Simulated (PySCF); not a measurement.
# Br6Mn ([MnBr6]3-): the cost of one run

Computed with PySCF 2.14.0 and routines of our own; the level stands in each step. Atoms count from 0.

## 1. The starting structure

7 atoms, charge -3, states of the metal's open shell are computed; geometry from: model geometry, bond lengths from ionic radii.

## 2. Ligand-field states: state-averaged CASSCF in water

What the job is given:

```
{"job": {"kind": "lf", "basis": {"metal": "x2c-TZVPall", "ligand": "x2c-SVPall"}, "nevpt": true, "solvent": "water"}, "charge": -3, "metal": "Mn", "open_shell": "d4"}
Mn     0.000000     0.000000     0.000000
Br     0.000000     0.000000     2.505000
Br     0.000000     0.000000    -2.505000
Br     2.505000     0.000000     0.000000
Br    -2.505000     0.000000     0.000000
Br     0.000000     2.505000     0.000000
Br    -0.000000    -2.505000     0.000000
```

Level: state-averaged CASSCF of the metal d shell, SC-NEVPT2 on the averaged canonical orbitals, state-interaction spin-orbit coupling.

Started as:

```bash
OMP_NUM_THREADS=1 python lf_run.py task.json out
```

This one command runs all jobs of the session in turn.

**Question.** How long does this first job take on 1 thread of Arm Neoverse V2, shared host, and how much memory does it need?

About 81 s, with a peak of 0.84 GiB.
